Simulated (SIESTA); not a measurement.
# Cu4Au3 in SIESTA: further runs, part 2 of 2

SIESTA 5.4.2.

## Step 4: Single point, vdW-DF2

Contents of Cu4Au3.fdf:

```
SystemName                      Cu4Au3
SystemLabel                     Cu4Au3
NumberOfSpecies                 2
NumberOfAtoms                   7
%block ChemicalSpeciesLabel
  1  29 Cu
  2  79 Au
%endblock ChemicalSpeciesLabel

LatticeConstant                 1.0 Ang
%block LatticeVectors
     2.8000000000     0.0000000000     0.0000000000
     0.0000000000     2.8000000000     0.0000000000
     0.0000000000     0.0000000000    26.0100000000
%endblock LatticeVectors
AtomicCoordinatesFormat         Fractional
%block AtomicCoordinatesAndAtomicSpecies
     0.5000000000     0.5000000000     0.2883506344  1  Cu
     0.0000000000     0.0000000000     0.3589004229  2  Au
     0.5000000000     0.5000000000     0.4294502115  1  Cu
     0.0000000000     0.0000000000     0.5000000000  2  Au
     0.5000000000     0.5000000000     0.5705497885  1  Cu
     0.0000000000     0.0000000000     0.6410995771  2  Au
     0.5000000000     0.5000000000     0.7116493656  1  Cu
%endblock AtomicCoordinatesAndAtomicSpecies

%block kgrid.MonkhorstPack
    9   0   0  0.0
    0   9   0  0.0
    0   0   1  0.0
%endblock kgrid.MonkhorstPack
XC.Functional                   VDW
XC.Authors                      LMKLL
PAO.BasisSize                   DZP
PAO.EnergyShift                 0.003 Ry
Mesh.Cutoff                     800 Ry
OccupationFunction              FD
ElectronicTemperature           0.05 eV
Slab.DipoleCorrection           vacuum
MaxSCFIterations                120
SCF.MustConverge                false
SCF.Mixer.Method                Pulay
SCF.Mixer.Weight                0.25
SCF.Mixer.History               8
SCF.DM.Tolerance                5.0e-05
SCF.H.Tolerance                 1.0e-03 eV
WriteForces                     true
Charge.Mulliken                 end
Charge.Hirshfeld                end
Charge.Voronoi                  end
SaveRho                         true
SaveElectrostaticPotential      true
%block PAO.Basis
  Cu 5
  n=3 0 2
    2.369 0.000
  n=4 0 2
    7.210 0.000
  n=3 1 2
    2.657 0.000
  n=4 1 1
    7.210
  n=3 2 2
    4.927 0.000
  Au 5
  n=5 0 2
    2.657 0.000
  n=6 0 2
    7.095 0.000
  n=5 1 2
    3.163 0.000
  n=6 1 1
    7.095
  n=5 2 2
    5.535 0.000
%endblock PAO.Basis
```

Potentials or basis: PseudoDojo 0.4 standard (PBE files), DZP (energy shift 0.003 Ry; two zetas on semicore shells).

On the command line:

```
$ siesta Cu4Au3.fdf > Cu4Au3.out 2>&1
```

Cu4Au3.out:

```text
Version         : 5.4.2

[... 6 lines left out ...]
 NOTE: Please see the manual for full details and compatibility measures.

reinit: Reading from file Cu4Au3.fdf

reinit: -----------------------------------------------------------------------
reinit: System Name: Cu4Au3
reinit: -----------------------------------------------------------------------
reinit: System Label: Cu4Au3
reinit: -----------------------------------------------------------------------

initatom: Reading input for the pseudopotentials and atomic orbitals ----------
Species number:   1 Atomic number:   29 Label: Cu
Species number:   2 Atomic number:   79 Label: Au

Ground state valence configuration (from tables):   4s01  4p00  3d10  4f00
Ground state valence configuration (from tables):   6s01  6p00  5d10  5f00

---- Processing specs for species: Cu
Reading pseudopotential information in PSML from:
  Cu.psml
PSML file version: 1.1
Using libxc ids:  101 130
GGA--PBE XC_GGA_X_PBE--XC_GGA_C_PBE pb
Semicore shell(s) with  8 electrons included in the valence for Cu

---- Processing specs for species: Au
Reading pseudopotential information in PSML from:
  Au.psml
PSML file version: 1.1
Using libxc ids:  101 130
GGA--PBE XC_GGA_X_PBE--XC_GGA_C_PBE pb
Semicore shell(s) with  8 electrons included in the valence for Au

---- Pseudopotential check for Cu

Pseudized shells:
3s( 2.00) rc: 1.25
3p( 6.00) rc: 1.45
3d(10.00) rc: 1.75
Valence configuration for ps generation: 3s:3p:3d:4s: Total charge:  19.000000
Semicore shell(s): 3s 3p

---- Pseudopotential check for Au

Pseudized shells:
5s( 2.00) rc: 1.45
5p( 6.00) rc: 1.55
5d(10.00) rc: 1.55
5f( 0.00) rc: 1.60
Valence configuration for ps generation: 5s:5p:5d:6s: Total charge:  19.000000
Semicore shell(s): 5s 5p
For Cu, standard SIESTA heuristics set lmxkb to 3
 (one more than the basis l, including polarization orbitals).
Use PS.lmax or PS.KBprojectors blocks to override.
For Au, standard SIESTA heuristics set lmxkb to 3
 (one more than the basis l, including polarization orbitals).
Use PS.lmax or PS.KBprojectors blocks to override.
Cu pseudopotential only contains V_ls up to l=2 -- lmxkb reset.

<basis_specs>
===============================================================================
Cu                   Z=  29    Mass=  63.546        Charge= 0.17977+309
Lmxo=2 Lmxkb= 2    BasisType=split      Semic=T
L=0  Nsemic=1  Cnfigmx=4
          i=1  nzeta=2  polorb=0  (3s)  (semicore shell)
            splnorm:   0.15000
               vcte:    40.000
               rinn:  -0.90000
               qcoe:    0.0000
               qyuk:    0.0000
[... 751 lines left out ...]
siesta:     0.000000    0.000000   -0.052740

siesta: Cell volume =        203.918400 Ang**3

siesta: Pressure (static):
siesta:                Solid            Molecule  Units
siesta:           0.00057769          0.00038596  Ry/Bohr**3
siesta:           0.05304111          0.03543697  eV/Ang**3
siesta:          84.98122184         56.77628358  kBar

Basis Enthalpy Calculation:
    Basis Pressure for species 1(Cu) :      0.2000000 GPa
    Basis Pressure for species 2(Au) :      0.2000000 GPa

    Orbital volume contribution        =           5.766844 eV
    (Free)E + p_basis*V_orbitals       =      -32829.350710 eV
    (Free)Eharris+ p_basis*V_orbitals  =      -32829.350710 eV

mulliken: Atomic and Orbital Populations:

Species: Cu
Atom  Qatom  Qorb
               3s      3s      4s      4s      3py     3pz     3px     3py
               3pz     3px     4py     4pz     4px     3dxy    3dyz    3dz2
               3dxz    3dx2-y2 3dxy    3dyz    3dz2    3dxz    3dx2-y2
   1 18.795   1.951   0.033   0.710  -0.140   1.971   1.973   1.971   0.036
              0.033   0.036   0.157   0.187   0.157   1.846   1.847   1.881

              1.847   1.859   0.098   0.091   0.087   0.091   0.073
   3 19.208   1.935   0.037   1.201  -0.447   1.966   1.969   1.966   0.043
              0.041   0.043   0.254   0.272   0.254   1.871   1.847   1.897
[... 5 lines left out ...]
              1.847   1.861   0.069   0.064   0.070   0.064   0.082
   7 18.795   1.951   0.033   0.710  -0.140   1.971   1.973   1.971   0.036
              0.033   0.036   0.157   0.187   0.157   1.846   1.847   1.881

              1.847   1.859   0.098   0.091   0.087   0.091   0.073

Species: Au
Atom  Qatom  Qorb
               5s      5s      6s      6s      5py     5pz     5px     5py
               5pz     5px     6py     6pz     6px     5dxy    5dyz    5dz2
               5dxz    5dx2-y2 5dxy    5dyz    5dz2    5dxz    5dx2-y2
   2 19.113   1.943   0.034   1.432  -0.491   1.963   1.960   1.963   0.043
              0.045   0.043   0.213   0.264   0.213   1.908   1.847   1.852

              1.847   1.834   0.029   0.045   0.063   0.045   0.017
   4 18.768   1.926   0.032   1.236  -0.427   1.962   1.959   1.962   0.046
              0.049   0.046   0.172   0.165   0.172   1.903   1.830   1.857

              1.830   1.830   0.032   0.054   0.058   0.054   0.020
   6 19.113   1.943   0.034   1.432  -0.491   1.963   1.960   1.963   0.043
              0.045   0.043   0.213   0.264   0.213   1.908   1.847   1.852

              1.847   1.834   0.029   0.045   0.063   0.045   0.017

mulliken: Qtot =      133.000

Mulliken Atomic Populations:
Atom #   charge [q] valence [e]  Species
     1     0.205266   18.794734  Cu
     2    -0.113044   19.113044  Au
     3    -0.207991   19.207991  Cu
     4     0.231538   18.768462  Au
     5    -0.207991   19.207991  Cu
     6    -0.113044   19.113044  Au
     7     0.205266   18.794734  Cu
 Total     0.000000

siesta: Electric dipole (a.u.)  =   -0.000000   -0.000000   -0.000000
siesta: Electric dipole (Debye) =   -0.000000   -0.000000   -0.000000

Hirshfeld Atomic Populations:
Atom #   charge [q] valence [e]  Species
     1     0.024970   18.975030  Cu
     2    -0.057478   19.057478  Au
     3     0.064461   18.935539  Cu
     4    -0.063912   19.063912  Au
     5     0.064461   18.935539  Cu
     6    -0.057478   19.057478  Au
     7     0.024970   18.975030  Cu
 Total    -0.000006

Voronoi Atomic Populations:
Atom #   charge [q] valence [e]  Species
     1    -0.024690   19.024690  Cu
     2     0.041099   18.958901  Au
     3    -0.032578   19.032578  Cu
     4     0.032333   18.967667  Au
     5    -0.032578   19.032578  Cu
     6     0.041099   18.958901  Au
     7    -0.024690   19.024690  Cu
 Total    -0.000005
Dipole moment in unit cell =      -0.0000      -0.0000      -0.0000 D
Electric field for dipole correction =     0.000000     0.000000     0.000000 eV/Ang/e

dhscf: Vacuum level (max, mean) =    1.279339    1.270202 eV

Job completed
```

It took 4.6 min on 1 thread of Arm Neoverse V2, shared host; peak memory 0.84 GiB.

What came out:

| Item | Value |
| --- | --- |
| Free energy | -32835.1176 eV |
| Largest force | 0.788 eV/Å |
| Band gap on the k mesh | none (metal or under the smearing width) |
| Hirshfeld charges | Cu +0.02, +0.06; Au -0.06 e |
| Voronoi charges | Cu -0.02, -0.03; Au +0.04, +0.03 e |
| Work function | 4.46 eV |

Forces in eV/Å, atoms in the order of the input:
```
Cu   0.000  0.000 -0.788
Au   0.000  0.000 -0.291
Cu   0.000  0.000  0.010
Au   0.000  0.000  0.000
Cu   0.000  0.000 -0.010
Au   0.000  0.000  0.291
Cu   0.000  0.000  0.788
```

Caveat: Mulliken charges of long-ranged orbitals can have an unphysical sign; short orbitals over semicore shells can move pressures by several GPa; the potentials were made for another functional, which shifts forces and pressure; the basis of atomic orbitals isn't converged, which shifts pressures, moduli and gaps. The run has no spin-orbit coupling, so splittings on Au are missing.

## Step 5: Single point, optB88-vdW

Cu4Au3.fdf, as its differences from that of step 4:

```diff
@@ -32,3 +32,3 @@
 XC.Functional                   VDW
-XC.Authors                      LMKLL
+XC.Authors                      KBM
 PAO.BasisSize                   DZP
@@ -57,3 +57,3 @@
   n=4 0 2
-    7.210 0.000
+    7.195 0.000
   n=3 1 2
@@ -61,16 +61,16 @@
   n=4 1 1
-    7.210
+    7.195
   n=3 2 2
-    4.927 0.000
+    4.908 0.000
   Au 5
   n=5 0 2
-    2.657 0.000
+    2.662 0.000
   n=6 0 2
-    7.095 0.000
+    6.996 0.000
   n=5 1 2
-    3.163 0.000
+    3.170 0.000
   n=6 1 1
-    7.095
+    6.996
   n=5 2 2
-    5.535 0.000
+    5.458 0.000
 %endblock PAO.Basis
```

On the command line:

```
$ siesta < Cu4Au3.fdf > Cu4Au3.out 2>&1
```

Wall time 4 min (1 thread of Arm Neoverse V2, shared host); peak memory 0.84 GiB.

The run converged. Its results:

```yaml
Free_energy: -32787.6700 eV
Largest_force: 0.235 eV/Å
Band_gap_on_the_k_mesh: none (metal or under the smearing width)
Hirshfeld_charges: Cu +0.02, +0.06; Au -0.05, -0.06 e
Voronoi_charges: Cu -0.03, -0.05; Au +0.05 e
Work_function: 4.40 eV
```

Forces in eV/Å, atoms in the order of the input:
```
Cu   0.000  0.000 -0.092
Au   0.000  0.000 -0.235
Cu   0.000  0.000  0.008
Au   0.000  0.000  0.000
Cu   0.000  0.000 -0.008
Au   0.000  0.000  0.235
Cu   0.000  0.000  0.092
```

Stress tensor (GPa, compression positive):
```
1.38 0.00 0.00
0.00 1.38 0.00
0.00 0.00 2.13
```

Caveat: Mulliken charges of long-ranged orbitals can have an unphysical sign; short orbitals over semicore shells can move pressures by several GPa; the potentials were made for another functional, which shifts forces and pressure; the basis of atomic orbitals isn't converged, which shifts pressures, moduli and gaps.

## Step 6: Single point, vdW-DF-C09

Cu4Au3.fdf, as its differences from that of step 5:

```diff
@@ -32,3 +32,3 @@
 XC.Functional                   VDW
-XC.Authors                      KBM
+XC.Authors                      C09
 PAO.BasisSize                   DZP
@@ -57,20 +57,20 @@
   n=4 0 2
-    7.195 0.000
+    7.253 0.000
   n=3 1 2
-    2.657 0.000
+    2.662 0.000
   n=4 1 1
-    7.195
+    7.253
   n=3 2 2
-    4.908 0.000
+    4.927 0.000
   Au 5
   n=5 0 2
-    2.662 0.000
+    2.667 0.000
   n=6 0 2
-    6.996 0.000
+    7.025 0.000
   n=5 1 2
-    3.170 0.000
+    3.176 0.000
   n=6 1 1
-    6.996
+    7.025
   n=5 2 2
-    5.458 0.000
+    5.447 0.000
 %endblock PAO.Basis
```

Potentials or basis: PseudoDojo 0.4 standard (PBE files), DZP (energy shift 0.003 Ry; two zetas on semicore shells).

On the command line:

```
$ siesta Cu4Au3.fdf > Cu4Au3.out 2>&1
```

Run time: 4.1 min. Hardware: 1 thread of Arm Neoverse V2, shared host; peak memory 0.84 GiB.

It converged, with:

```
Free energy            : -32724.6471 eV
Largest force          : 0.230 eV/Å
Band gap on the k mesh : none (metal or under the smearing width)
Hirshfeld charges      : Cu +0.02, +0.05; Au -0.05 e
Voronoi charges        : Cu -0.03, -0.06; Au +0.06 e
Work function          : 4.37 eV
```

Forces on the atoms (eV/Å):
```
Cu   0.000  0.000  0.230
Au   0.000  0.000 -0.201
Cu   0.000  0.000  0.014
Au   0.000  0.000  0.000
Cu   0.000  0.000 -0.014
Au   0.000  0.000  0.201
Cu   0.000  0.000 -0.230
```

Stress tensor (GPa, compression positive):
```
-2.15  0.00  0.00
 0.00 -2.15  0.00
 0.00  0.00 -0.86
```

Caveat: Mulliken charges of long-ranged orbitals can have an unphysical sign; short orbitals over semicore shells can move pressures by several GPa; the potentials were made for another functional, which shifts forces and pressure; the basis of atomic orbitals isn't converged, which shifts pressures, moduli and gaps. The run has no spin-orbit coupling, so splittings on Au are missing.

## Step 7: Summary

```tsv
level	gap on the mesh (eV)	largest force (eV/Å)	work function (eV)
PBE	none	0.27	4.22
vdW-DF	none	0.49	4.25
vdW-DF2	none	0.79	4.46
optB88-vdW	none	0.24	4.40
vdW-DF-C09	none	0.23	4.37
```

Alike in all rows: task single point; potentials or basis PseudoDojo 0.4 standard (PBE files), DZP (energy shift 0.003 Ry; two zetas on semicore shells); no spin polarisation; cell as given; k mesh 9 × 9 × 1; smearing fermi-dirac 0.05 eV; grid cutoff 800 Ry; energy shift 0.003 Ry.

Caveats: short orbitals over semicore shells can move pressures by several GPa; the basis of atomic orbitals isn't converged, which shifts pressures, moduli and gaps; the potentials were made for another functional, which shifts forces and pressure (some runs).

Total energies depend on the potentials used, so only differences within one code and one set of settings carry meaning.
